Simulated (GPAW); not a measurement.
KTaO3:

```xyz
5
Lattice="3.9883 0.0000 0.0000 0.0000 3.9883 0.0000 0.0000 0.0000 3.9883" Properties=species:S:1:pos:R:3 pbc="T T T"
Ta    0.0000    0.0000    0.0000
K     1.9942    1.9942    1.9942
O     0.0000    0.0000    1.9942
O     0.0000    1.9942    0.0000
O     1.9942    0.0000    0.0000
```

Base run:

```yaml
Program: GPAW 26.7.0
Functional: PBEsol
Potentials_or_basis: PAW data sets generated in the run's folder for this functional
Cutoff: 800 eV
Basis: pw
k_mesh: 7 × 7 × 7
Occupations: fermi-dirac, width 0.05 eV
Spin: no spin polarisation
Hubbard_terms: Ta d U = 1 eV
```

Its results: band gap on the k mesh 2.31 eV, indirect (least direct gap 2.90 eV); pressure 0.7 GPa.

Task: The run is repeated on the same cell with these changes: hubbard terms from Ta d U = 1 eV to Ta d U = 2 eV. What comes out?

Result: Band gap on the k mesh 2.49 eV, indirect (least direct gap 3.10 eV); pressure 1.5 GPa.

Caveats: spin-orbit coupling is left out, which moves the levels of the heavy elements.

A k mesh can miss the band edges.

Not every run made on this cell is shown here.
